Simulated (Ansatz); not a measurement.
# H₄NSeSi+ (SMILES N[SiH+][SeH]): functionals against CCSD(T) at one geometry

One table from this session's results is given with a row withheld; the runs are named, their logs left out.

The runs use Ansatz 0.2.0, Gaussian basis; single points in def2-TZVPP.

Cores are frozen in the correlated methods. Filled d shells of the heavier atoms are correlated.

### Starting geometry

SMILES `N[SiH+][SeH]`, 7 atoms, charge 1, spin multiplicity 1.

Atoms are counted from 1 here; the program's logs count them from 0.

Bond lengths: N1–Si2 1.724 Å, N1–H4 1.029 Å, N1–H5 1.072 Å, Si2–Se3 2.115 Å, Si2–H6 1.564 Å, Se3–H7 1.573 Å. Angles: Si2–N1–H4 121.4°, Si2–N1–H5 126.5°, H4–N1–H5 112.0°, N1–Si2–Se3 126.6°, N1–Si2–H6 108.9°, Se3–Si2–H6 124.5°, Si2–Se3–H7 96.7°.

Geometry (Å):

```
N    -1.1795    0.2259   -0.1282
Si    0.5042    0.5322    0.0793
Se    2.0453   -0.9124    0.1946
H    -1.5541   -0.7326   -0.1327
H    -1.9530    0.9604   -0.2303
H     0.7268    2.0752    0.1995
H     1.1224   -2.1780    0.0506
```

The first run:

Input file run/in.yaml:

```yaml
crystal:
  periodic: [false, false, false]
  atoms:
    - {symbol: N, position_ang: [-1.179500, 0.225900, -0.128200]}
    - {symbol: Si, position_ang: [0.504200, 0.532200, 0.079300]}
    - {symbol: Se, position_ang: [2.045300, -0.912400, 0.194600]}
    - {symbol: H, position_ang: [-1.554100, -0.732600, -0.132700]}
    - {symbol: H, position_ang: [-1.953000, 0.960400, -0.230300]}
    - {symbol: H, position_ang: [0.726800, 2.075200, 0.199500]}
    - {symbol: H, position_ang: [1.122400, -2.178000, 0.050600]}
basis:
  gaussian: {orbitals: def2-TZVPP}
total_charge: 1
correlation: {method: ccsd_t}
output: {forces: true}
```

The command line of these runs was not kept.

Steps of the session up to this table: CCSD(T)/def2-TZVPP; PBE0-D4/def2-TZVPP; wB97M-V/def2-TZVPP; r2SCAN-D4/def2-TZVPP; PBE-D4/def2-TZVPP; LC-wPBE/def2-TZVPP; revPBE-D4/def2-TZVPP.

One of the session's tables, all rows but one given; the rest of the session is left out.

```
   method  RMS force component (eV/Å)  angle to CCSD(T) forces (°)
  CCSD(T)                       1.297                    reference
  PBE0-D4                       1.282                          2.8
  wB97M-V                       1.308                          2.8
r2SCAN-D4                       1.258                          1.5
   PBE-D4                           ?                            ?
  LC-wPBE                       1.310                          6.9
revPBE-D4                       1.188                          7.2
```

Q: Estimate the row for PBE-D4 from the others.

The run gave: RMS force component (eV/Å): 1.175; angle to CCSD(T) forces (°): 6.1. In the column «RMS force component (eV/Å)» it is the lowest.
